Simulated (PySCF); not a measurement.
# C8H15FGe: geometry, NMR shifts

What NMR shifts should C8H15FGe (`CC(C)(C)[C@@H]1C=C[CH2][Ge@@H]1[F]`) show?

Programs: PySCF 2.14.0, with density-fitted response routines of our own. Each step states its level of theory. These are calculated values for one molecule in the gas phase, unless marked as measured. Atoms count from 0, in the outputs and in this text.

### Step 1. The starting structure

25 atoms, charge 0, multiplicity 1; geometry from: GFN2-xTB.

Bonds of the start (Å): C0–C1 1.53, C1–C2 1.53, C1–C3 1.53, C1–C4 1.54, C4–C5 1.50, C5–C6 1.33, C6–C7 1.50, C7–Ge8 1.99, Ge8–F9 1.78, Ge8–C4 2.02, C0–H10 1.09, C0–H11 1.09, C0–H12 1.09, C2–H13 1.09, C2–H14 1.09, C2–H15 1.09, C3–H16 1.09, C3–H17 1.09, C3–H18 1.09, C4–H19 1.10, C5–H20 1.08, C6–H21 1.08, C7–H22 1.09, C7–H23 1.09, Ge8–H24 1.53.

### Step 2. Optimising the geometry at PBE0-D3(BJ)/def2-SVP

Job settings and geometry (Å):

```
{"job": {"xc": "PBE0", "basis": "def2-SVP", "d3": "d3bj", "grid": 1, "kind": "geom"}, "charge": 0, "multiplicity": 1}
C     -2.047296    -0.191098    -1.185002
C     -1.169517     0.026206     0.053565
C     -1.793125     1.129959     0.908972
C     -1.090700    -1.265676     0.864388
C      0.240022     0.470402    -0.367633
C      1.051008    -0.579865    -1.069628
C      2.320131    -0.806365    -0.763173
C      3.017335    -0.029959     0.312953
Ge     1.532133     1.058660     1.071670
F      1.208203     0.456553     2.718935
H     -2.093934     0.713252    -1.789155
H     -1.665764    -0.999278    -1.803591
H     -3.059457    -0.450822    -0.881782
H     -1.210372     1.275332     1.819097
H     -2.809374     0.866771     1.193833
H     -1.821916     2.070391     0.360165
H     -0.464364    -1.120790     1.742057
H     -0.666067    -2.069349     0.266932
H     -2.082212    -1.566608     1.195412
H      0.128854     1.325297    -1.045553
H      0.567190    -1.144668    -1.853467
H      2.893105    -1.565433    -1.278352
H      3.482401    -0.698571     1.037865
H      3.808207     0.587614    -0.113019
H      1.714573     2.532190     1.420001
```

Output:

```text
step   0  E = -2489.47746108  max force = 0.016515
step   1  E = -2489.48131454  max force = 0.018411
step   2  E = -2489.48293096  max force = 0.005402
step   3  E = -2489.48320553  max force = 0.002516
step   4  E = -2489.48321740  max force = 0.001805
step   5  E = -2489.48327257  max force = 0.000352
step   6  E = -2489.48328314  max force = 0.000194
optimisation converged
```

Run time: 8 min. Hardware: 1 thread, shared host.

Relaxation path:

```tsv
step	energy from step 0 (eV)	largest force component (eV/Å)
0	0.0000	0.8492
1	-0.1049	0.9467
2	-0.1488	0.2778
3	-0.1563	0.1294
4	-0.1566	0.0928
5	-0.1581	0.0181
6	-0.1584	0.0100
```

Close pairs (by a distance rule), those that changed most:

```tsv
bond	before (Å)	after (Å)	change (Å)
C4–Ge8	2.022	1.972	-0.050
C7–Ge8	1.992	1.954	-0.037
Ge8–F9	1.784	1.761	-0.023
C5–C6	1.325	1.343	+0.018
C5–H20	1.081	1.096	+0.015
C6–H21	1.082	1.096	+0.014
C0–H11	1.087	1.101	+0.014
C3–H18	1.088	1.101	+0.014
```

The end geometry stands in the next job.

```tsv
at the end point	value
point group (found at 0.08 Å tolerance)	C1
rotational constants (GHz, main isotopes)	1.466, 0.843, 0.663
dipole moment (D)	2.10
```

### Step 3. NMR shieldings: PBE0/pcSseg-1

Job settings and geometry (Å):

```
{"job": {"kind": "nmr", "xc": "PBE0", "basis": "pcSseg-1"}, "charge": 0, "multiplicity": 1}
C     -1.995930    -0.254613    -1.219606
C     -1.160689     0.020927     0.034894
C     -1.816162     1.151883     0.831492
C     -1.102430    -1.243078     0.896417
C      0.263881     0.466826    -0.384097
C      1.111429    -0.587493    -1.050370
C      2.375385    -0.820674    -0.661935
C      2.996754    -0.022791     0.451424
Ge     1.491329     1.079569     1.032623
F      0.961653     0.539975     2.622647
H     -2.064617     0.640148    -1.859071
H     -1.571688    -1.071700    -1.823039
H     -3.020621    -0.549974    -0.943476
H     -1.284669     1.323427     1.780752
H     -2.860281     0.902810     1.078141
H     -1.823179     2.093164     0.257918
H     -0.520740    -1.070480     1.813637
H     -0.641231    -2.079704     0.349169
H     -2.117990    -1.551876     1.190586
H      0.143826     1.321582    -1.078641
H      0.679640    -1.171810    -1.870553
H      2.970116    -1.593816    -1.161345
H      3.386881    -0.656879     1.264348
H      3.840423     0.593045     0.095888
H      1.708526     2.591456     1.208727
```

Level: GIAO PBE0/pcSseg-1 NMR shielding, non-relativistic, gas phase.

Output:

```text
coarse grid: 91240 points
cycle   1  E = -2489.5968753734  dE =  2.885e-01  |g| = 1.125e+00  |ddm| = 4.508e+00
cycle   2  E = -2489.4430200093  dE =  1.539e-01  |g| = 1.484e+00  |ddm| = 1.646e+00
cycle   3  E = -2489.7452007624  dE = -3.022e-01  |g| = 2.242e-01  |ddm| = 1.093e+00
cycle   4  E = -2489.7522244906  dE = -7.024e-03  |g| = 7.118e-02  |ddm| = 1.803e-01
cycle   5  E = -2489.7530099698  dE = -7.855e-04  |g| = 1.143e-02  |ddm| = 5.897e-02
cycle   6  E = -2489.7530397529  dE = -2.978e-05  |g| = 4.231e-03  |ddm| = 1.486e-02
cycle   7  E = -2489.7530436453  dE = -3.892e-06  |g| = 1.276e-03  |ddm| = 4.004e-03
final grid: 194888 points
cycle   8  E = -2489.7530784778  dE =  6.015e-07  |g| = 2.308e-03  |ddm| = 6.027e-03
cycle   9  E = -2489.7530749597  dE =  3.518e-06  |g| = 4.372e-03  |ddm| = 6.070e-03
cycle  10  E = -2489.7530798223  dE = -4.863e-06  |g| = 1.651e-04  |ddm| = 3.982e-03
cycle  11  E = -2489.7530798290  dE = -6.725e-09  |g| = 3.683e-05  |ddm| = 2.347e-04
cycle  12  E = -2489.7530798293  dE = -2.397e-10  |g| = 9.600e-06  |ddm| = 3.508e-05
converged SCF energy = -2489.7530798293

GIAO shielding tensors (ppm)
atom      isotropic    diamagn.    paramagn.     s11        s22        s33       span
  0 C      151.975     247.742     -95.767    128.659    142.503    184.763     56.104
  1 C      149.827     242.763     -92.935    142.295    149.158    158.030     15.735
  2 C      150.310     248.899     -98.589    128.997    138.470    183.463     54.466
  3 C      156.614     248.975     -92.361    140.927    147.292    181.623     40.697
  4 C      134.842     253.112    -118.270    115.902    129.666    158.958     43.056
  5 C       40.494     255.475    -214.980    -71.924     53.784    139.623    211.547
  6 C       45.674     255.102    -209.429    -65.493     59.630    142.883    208.376
  7 C      162.836     257.508     -94.672    151.273    158.622    178.613     27.341
  8 Ge    1208.324    2755.041   -1546.717   1072.897   1214.864   1337.211    264.313
  9 F      402.746     479.798     -77.052    372.896    406.505    428.838     55.942
 10 H       30.392      31.279      -0.887     26.741     27.736     36.699      9.958
 11 H       29.775      31.569      -1.794     25.056     28.617     35.654     10.598
 12 H       30.327      30.934      -0.607     26.498     27.622     36.860     10.363
 13 H       29.711      31.321      -1.610     24.296     30.818     34.018      9.722
 14 H       30.242      31.002      -0.760     26.186     27.583     36.957     10.771
 15 H       30.199      31.538      -1.339     26.863     27.877     35.857      8.994
 16 H       29.722      31.869      -2.147     23.779     30.707     34.679     10.900
 17 H       30.283      32.108      -1.825     26.190     29.297     35.363      9.173
 18 H       30.664      31.615      -0.950     26.750     27.916     37.327     10.577
 19 H       29.596      34.216      -4.620     25.998     28.690     34.100      8.102
 20 H       24.980      33.033      -8.053     21.548     24.754     28.638      7.090
 21 H       24.995      30.441      -5.446     21.993     25.163     27.828      5.834
 22 H       29.420      29.451      -0.031     25.042     26.509     36.710     11.668
 23 H       29.593      28.835       0.758     24.553     26.476     37.750     13.197
 24 H       25.287      28.386      -3.099     19.392     19.893     36.576     17.183
```

It took 2.4 min on 1 thread, shared host.

The references, computed at this level on geometries of the same kind, shield at (ppm): ¹H TMS 31.27, ¹³C TMS 184.4, ¹⁹F CFCl3 177.2, ⁷³Ge GeMe4 1330. Their shielding less the atom's gives the shift. The references are single molecules in the gas phase, so shifts against H2O, NH3, PH3, H3PO4 or CFCl3 are not on the usual liquid scales and can be off by tens of ppm. Atoms listed in one row are averaged.

```tsv
atoms	environment	σ (ppm)	δ (ppm)
C5	alkene CH	40.5	143.9
C6	alkene CH	45.7	138.7
C4	allylic sp3 CH bonded to Ge	134.8	49.6
C1	quaternary sp3 carbon	149.8	34.6
C0, C2, C3	methyl carbon	153.0	31.4
C7	allylic sp3 CH2 bonded to Ge	162.8	21.6
H20	hydrogen on an alkene CH	24.98	6.29
H21	hydrogen on an alkene CH	24.99	6.27
H24	hydrogen on a germanium bonded to 2 C, F, in a 5-membered ring	25.29	5.98
H22	hydrogen on an allylic sp3 CH2 bonded to Ge	29.42	1.85
H23	hydrogen on an allylic sp3 CH2 bonded to Ge	29.59	1.67
H19	hydrogen on an allylic sp3 CH bonded to Ge	29.60	1.67
H10, H11, H12, H13, H14 and 4 more	hydrogen on a methyl carbon	30.15	1.12
Ge8	germanium bonded to 2 C, F, H, in a 5-membered ring	1208	122
F9	fluorine bonded to Ge	402.7	-225.5
```

Charges from the same density, by scheme (e):

```tsv
atoms	Mulliken	IAO	Hirshfeld	ESP fit
C0, C2, C3	-0.16	-0.41	-0.12	-0.54
C1	-0.58	0.06	0.03	0.60
C4	-0.47	-0.36	-0.10	0.04
C5	-0.07	-0.16	-0.05	-0.41
C6	-0.14	-0.15	-0.05	-0.05
C7	-0.47	-0.53	-0.16	-0.26
Ge8	0.99	1.04	0.47	0.54
F9	-0.51	-0.53	-0.24	-0.36
```

Mayer bond orders: C0–C1 1.02, C1–C2 1.02, C1–C3 1.01, C1–C4 0.94, C4–C5 0.97, C5–C6 1.91, C6–C7 1.01, C7–Ge8 0.93, Ge8–F9 0.74, Ge8–C4 0.88.

Ring of atoms C4, C5, C6, C7, Ge8: NICS(0) -2.5, NICS(1) -3.3, NICS(1)zz -1.7 ppm (means of both faces).

### Step 4. NMR shieldings: B3LYP/pcSseg-1

Same as in step 3 but for these lines:

```diff
@@ -1,2 +1,2 @@
-{"job": {"kind": "nmr", "xc": "PBE0", "basis": "pcSseg-1"}, "charge": 0, "multiplicity": 1}
+{"job": {"kind": "nmr", "xc": "B3LYP", "basis": "pcSseg-1", "pop": false}, "charge": 0, "multiplicity": 1}
 C     -1.995930    -0.254613    -1.219606
```

With the program's defaults for keys left out, this is: GIAO B3LYP/pcSseg-1 NMR shielding, non-relativistic, gas phase.

Output:

```text
coarse grid: 91240 points
cycle   1  E = -2490.3610040258  dE =  2.483e-01  |g| = 1.230e+00  |ddm| = 4.529e+00
cycle   2  E = -2490.1094820397  dE =  2.515e-01  |g| = 1.740e+00  |ddm| = 1.934e+00
cycle   3  E = -2490.5414128062  dE = -4.319e-01  |g| = 2.802e-01  |ddm| = 1.345e+00
cycle   4  E = -2490.5524578399  dE = -1.105e-02  |g| = 8.421e-02  |ddm| = 2.251e-01
cycle   5  E = -2490.5535623005  dE = -1.104e-03  |g| = 1.707e-02  |ddm| = 7.526e-02
cycle   6  E = -2490.5536317650  dE = -6.946e-05  |g| = 5.935e-03  |ddm| = 2.158e-02
cycle   7  E = -2490.5536391546  dE = -7.390e-06  |g| = 1.949e-03  |ddm| = 5.801e-03
final grid: 194888 points
cycle   8  E = -2490.5536730012  dE =  2.352e-06  |g| = 3.844e-03  |ddm| = 7.869e-03
cycle   9  E = -2490.5536609251  dE =  1.208e-05  |g| = 7.892e-03  |ddm| = 1.057e-02
cycle  10  E = -2490.5536766978  dE = -1.577e-05  |g| = 2.784e-04  |ddm| = 7.120e-03
cycle  11  E = -2490.5536767161  dE = -1.832e-08  |g| = 6.354e-05  |ddm| = 3.498e-04
cycle  12  E = -2490.5536767168  dE = -7.390e-10  |g| = 1.252e-05  |ddm| = 5.634e-05
converged SCF energy = -2490.5536767168

GIAO shielding tensors (ppm)
atom      isotropic    diamagn.    paramagn.     s11        s22        s33       span
  0 C      146.150     246.970    -100.820    122.163    136.404    179.883     57.720
  1 C      142.738     242.553     -99.815    135.098    142.220    150.895     15.798
  2 C      144.580     248.114    -103.535    122.957    132.170    178.613     55.655
  3 C      151.033     248.436     -97.403    135.070    141.227    176.802     41.732
  4 C      127.660     253.252    -125.592    108.477    122.707    151.796     43.319
  5 C       34.525     255.548    -221.022    -78.466     47.932    134.109    212.575
  6 C       40.119     254.790    -214.671    -71.069     54.082    137.344    208.413
  7 C      156.593     257.288    -100.695    144.375    152.542    172.862     28.487
  8 Ge    1174.414    2755.237   -1580.823   1031.850   1185.267   1306.125    274.275
  9 F      396.782     480.753     -83.970    369.790    399.592    420.966     51.176
 10 H       30.510      31.382      -0.872     27.074     27.925     36.529      9.455
 11 H       29.882      31.880      -1.998     25.364     28.795     35.488     10.124
 12 H       30.440      30.753      -0.312     26.830     27.829     36.662      9.831
 13 H       29.800      31.643      -1.844     24.582     30.982     33.835      9.253
 14 H       30.360      30.819      -0.459     26.513     27.813     36.753     10.239
 15 H       30.322      31.653      -1.331     27.084     28.173     35.710      8.626
 16 H       29.806      32.337      -2.530     24.055     30.873     34.491     10.436
 17 H       30.384      32.534      -2.150     26.454     29.489     35.210      8.756
 18 H       30.779      31.517      -0.738     27.059     28.152     37.124     10.065
 19 H       29.719      34.358      -4.639     26.345     28.899     33.913      7.568
 20 H       25.169      33.439      -8.270     21.853     24.782     28.871      7.018
 21 H       25.199      30.557      -5.358     22.300     25.419     27.878      5.578
 22 H       29.552      29.518       0.034     25.400     26.783     36.472     11.072
 23 H       29.702      28.634       1.068     24.852     26.763     37.491     12.639
 24 H       25.402      28.834      -3.432     19.525     20.095     36.585     17.060
```

Wall time 2.4 min (1 thread, shared host).

This run: δ C5 144.7, C6 139.1, C4 51.6, C1 36.5, H20 6.21, H21 6.18 ppm.

### Step 5. Side by side: NMR shifts

Shifts (ppm) of some atoms, chosen among heavy atoms and hydrogens apart, with basis size and wall time:

```tsv
run	C5	C4	C1	C7	H20	H21	Ge8	functions	time
PBE0/pcSseg-1	143.9	49.6	34.6	21.6	6.29	6.27	122	269	2.4 min
B3LYP/pcSseg-1	144.7	51.6	36.5	22.6	6.21	6.18	118	269	2.4 min
```

### Step 6. Summary of results

| quantity | value |
| --- | --- |
| point group | C1 |
| rotational constants (main isotopes) | 1.47, 0.84, 0.66 GHz |
| ¹³C shifts against TMS (PBE0/pcSseg-1, means over atoms taken as alike) | 143.9, 138.7, 49.6, 34.6, 31.4, 21.6 ppm |
| ¹H shifts against TMS (PBE0/pcSseg-1, means over atoms taken as alike) | 6.29, 6.27, 5.98, 1.85, 1.67, 1.67, 1.12 ppm |
| ⁷³Ge shifts against GeMe4 (PBE0/pcSseg-1) | 122 ppm |
| ¹⁹F shifts against CFCl3 (PBE0/pcSseg-1) | -225.5 ppm |
| range of the shift of Ge8 | 118 to 122 ppm |

What this shows: Relaxing lowered the energy by 0.158 eV in 6 steps; the close pair that moved most is C4–Ge8, from 2.022 to 1.972 Å. No frequency check was run at this level, so the end point may be a saddle. At PBE0/pcSseg-1: The widest tensor belongs to Ge8: span 264 ppm, with a paramagnetic part of -1547 ppm. Across the 2 runs the shift of Ge8 moves most, between 118 (B3LYP/pcSseg-1) and 122 ppm (PBE0/pcSseg-1). Spin-orbit coupling is left out, which matters for shieldings and couplings at and beside the heavy atoms.
